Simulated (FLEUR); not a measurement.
# Ta3N (P-3m1) in FLEUR: a series of runs, part 2 of 2

FLEUR MaX-R8.1 (later development tree).

### 10 Band structure, PBEsol

Changes to inp.xml since step 8:

```diff
@@ -6,3 +6,3 @@
    <calculationSetup>
-      <cutoffs Kmax="5.07" Gmax="15.7" GmaxXC="15.7" numbands="0"/>
+      <cutoffs Kmax="4.93" Gmax="15.3" GmaxXC="15.3" numbands="0"/>
       <scfLoop itmax="60" minDistance="0.00001" maxIterBroyd="15" imix="Anderson" alpha="0.05" precondParam="0.0" spinf="2.0" sdNocoIR="T"/>
@@ -13,3 +13,3 @@
       <expertModes spex="0" secvar="F"/>
-      <geometryOptimization l_f="F" forcealpha="1.0" forcemix="BFGS" epsdisp="0.0005" epsforce="0.0002"/>
+      <geometryOptimization l_f="F" forcealpha="1.0" forcemix="BFGS" epsdisp="0.00001" epsforce="0.00001"/>
       <ldaU l_linMix="F" mixParam="0.05" spinf="1.0"/>
@@ -24,3 +24,3 @@
       <xi:include xmlns:xi="http://www.w3.org/2001/XInclude" href="sym.xml"> </xi:include>
-      <bulkLattice scale="1.0196128224">
+      <bulkLattice scale="1.0">
          <bravaisMatrix>
@@ -34,3 +34,3 @@
       <species name="Tantalum (Ta)" element="Ta" atomicNumber="73">
-         <mtSphere radius="2.29" gridPoints="781" logIncrement="0.017"/>
+         <mtSphere radius="2.36" gridPoints="781" logIncrement="0.017"/>
          <atomicCutoffs lmax="9" lnonsphr="9"/>
@@ -49,3 +49,3 @@
       <species name="Nitrogen (N)" element="N" atomicNumber="7">
-         <mtSphere radius="1.42" gridPoints="483" logIncrement="0.022"/>
+         <mtSphere radius="1.46" gridPoints="483" logIncrement="0.022"/>
          <atomicCutoffs lmax="8" lnonsphr="8"/>
```

crystal.txt

```
Ta3N
&input cartesian=F /
3.0322239879  0.0000000000  0.0000000000
-1.5161119940  2.6259830035  0.0000000000
0.0000000000  0.0000000000  7.5241370000
1.8897261246
1.0 1.0 1.0

4
73 0.6666666667  0.3333333333  0.8260700000
73 0.3333333333  0.6666666667  0.1739300000
73 0.0000000000  0.0000000000  0.5000000000
7 0.0000000000  0.0000000000  0.0000000000

&kpt div1=10 div2=10 div3=4 gamma=T /
```

inp.xml (bands)

```
<?xml version="1.0" encoding="UTF-8" standalone="no"?>
<fleurInput fleurInputVersion="0.39">
   <comment>
      Ta3N                                                                                                
   </comment>
   <calculationSetup>
      <cutoffs Kmax="4.93" Gmax="15.3" GmaxXC="15.3" numbands="0"/>
      <scfLoop itmax="60" minDistance="0.00001" maxIterBroyd="15" imix="Anderson" alpha="0.05" precondParam="0.0" spinf="2.0" sdNocoIR="T"/>
      <coreElectrons ctail="T" frcor="F" kcrel="0" coretail_lmax="0"/>
      <xcFunctional name="PBEs" relativisticCorrections="F"/>
      <magnetism jspins="1"/>
      <soc l_soc="F" theta="0.0" phi="0.0" spav="F"/>
      <expertModes spex="0" secvar="F"/>
      <geometryOptimization l_f="F" forcealpha="1.0" forcemix="BFGS" epsdisp="0.00001" epsforce="0.00001"/>
      <ldaU l_linMix="F" mixParam="0.05" spinf="1.0"/>
   </calculationSetup>
   <cell>
      <bzIntegration valenceElectrons="86.0" mode="hist" fermiSmearingEnergy="0.00183747">
         <kPointListSelection listName="path-1"/>
         <!-- k-points included here -->
         <xi:include xmlns:xi="http://www.w3.org/2001/XInclude" href="kpts.xml"> </xi:include>
      </bzIntegration>
      <!-- symmetry operations included here -->
      <xi:include xmlns:xi="http://www.w3.org/2001/XInclude" href="sym.xml"> </xi:include>
      <bulkLattice scale="1.0">
         <bravaisMatrix>
[... 33 lines left out ...]
         <lo type="SCLO" l="1" n="2" eDeriv="2"/>
         <lo type="SCLO" l="2" n="3" eDeriv="2"/>
      </species>
   </atomSpecies>
   <atomGroups>
      <atomGroup species="Tantalum (Ta)">
         <relPos label="                   1">-1.000/3.000 1.000/3.000 -.1739300000</relPos>
         <relPos label="                   2">1.000/3.000 -1.000/3.000 .1739300000</relPos>
         <force calculate="T" relaxXYZ="TTT"/>
      </atomGroup>
      <atomGroup species="Tantalum (Ta)">
         <relPos label="                   3">.0000000000 .0000000000 1.000/2.000</relPos>
         <force calculate="T" relaxXYZ="TTT"/>
      </atomGroup>
      <atomGroup species="Nitrogen (N)">
         <relPos label="                   4">.0000000000 .0000000000 .0000000000</relPos>
         <force calculate="T" relaxXYZ="TTT"/>
      </atomGroup>
   </atomGroups>
   <output dos="F" band="T" slice="F">
      <checks vchk="F" cdinf="F"/>
      <bandDOS minEnergy="-.5*Htr" maxEnergy="0.5*Htr" sigma="0.015" storeEVData="T"/>
      <vacuumDOS vacdos="F" integ="F" star="F" nstars="0" locx1="0.0" locy1="0.0" locx2="0.0" locy2="0.0" nstm="0" tworkf="0.0"/>
      <unfoldingBand unfoldBand="F" supercellX="1" supercellY="1" supercellZ="1"/>
      <plotting iplot="0" polar="F">
         <plot TwoD="T" vec1="  1.0  0.0  0.0" vec2="  0.0  1.0  0.0" vec3="  0.0  0.0  1.0" zero="  0.0  0.0  0.0" file="plot"/>
      </plotting>
      <chargeDensitySlicing numkpt="0" minEigenval="0.0" maxEigenval="0.0" nnne="0" pallst="F"/>
      <specialOutput eonly="F"/>
      <moessbauerParams electricFieldGradient="T" isomerShift="T" coreHyperfine="T" valenceHyperfine="T"/>
      <magneticCircularDichroism mcd="F" energyLo="-10.0" energyUp="0.0"/>
   </output>
  <!-- We include the file relax.xml here to enable relaxations (see documentation) -->
  <xi:include xmlns:xi="http://www.w3.org/2001/XInclude" href="relax.xml"> <xi:fallback/> </xi:include>
</fleurInput>
```

On the command line:

```console
> inpgen -f crystal.txt -profile fastHighL
> # inp.xml edited to the form shown
> fleur_MPI
> fleur_MPI   # second run, on inp.xml (bands)
```

It took 9 min on 1 thread of Arm Neoverse V2, shared host; peak memory 0.12 GiB.

The run converged. Its results:

```
Free energy                                           : -1276733.0153 eV
Band gap along the path                               : none (metal or under the smearing width)
Valence electrons inside the program's atomic spheres : Ta 24.42, 24.27; N 3.51 (radii Ta 2.36, N 1.46 bohr)
```

Levels at the corners of the path, in eV from the Fermi level:
```
point  band 41  band 42  band 43  band 44  band 45  band 46
    Γ    -0.49    -0.49    -0.32     0.26     0.26     0.94
    M    -1.16    -0.51     0.19     0.68     0.89     3.48
    K    -1.40    -1.40    -0.51     0.50     0.50     3.20
    Γ    -0.49    -0.49    -0.32     0.26     0.26     0.94
    A    -1.13    -0.27    -0.27     0.53     0.53     1.22
    L    -1.31    -1.24     0.16     0.94     1.23     2.40
    H    -1.43    -1.43    -1.41     0.42     0.42     3.02
    A    -1.13    -0.27    -0.27     0.53     0.53     1.22
    L    -1.31    -1.24     0.16     0.94     1.23     2.40
    M    -1.16    -0.51     0.19     0.68     0.89     3.48
    K    -1.40    -1.40    -0.51     0.50     0.50     3.20
    H    -1.43    -1.43    -1.41     0.42     0.42     3.02
```

Core levels (eV from the Fermi level):
| atom | levels |
| --- | --- |
| 1 Ta | 1s1/2 -67250.3, 2s1/2 -11543.3, 2p1/2 -11031.6, 2p3/2 -9762.0, 3s1/2 -2640.5, 3p1/2 -2413.3, 3p3/2 -2140.0, 4s1/2 -534.4, 3d3/2 -1756.3, 3d5/2 -1696.8, 4p1/2 -440.7, 4p3/2 -377.7, 4d3/2 -223.9, 4d5/2 -212.3 |
| 2 Ta | 1s1/2 -67250.3, 2s1/2 -11543.3, 2p1/2 -11031.6, 2p3/2 -9762.0, 3s1/2 -2640.5, 3p1/2 -2413.3, 3p3/2 -2140.0, 4s1/2 -534.4, 3d3/2 -1756.3, 3d5/2 -1696.8, 4p1/2 -440.7, 4p3/2 -377.7, 4d3/2 -223.9, 4d5/2 -212.3 |
| 3 Ta | 1s1/2 -67249.8, 2s1/2 -11542.8, 2p1/2 -11031.1, 2p3/2 -9761.5, 3s1/2 -2640.0, 3p1/2 -2412.8, 3p3/2 -2139.5, 4s1/2 -533.9, 3d3/2 -1755.8, 3d5/2 -1696.3, 4p1/2 -440.2, 4p3/2 -377.2, 4d3/2 -223.4, 4d5/2 -211.8 |
| 4 N | 1s1/2 -376.7 |

Caveat: spin-orbit coupling is left out, which moves the levels of the heavy elements.
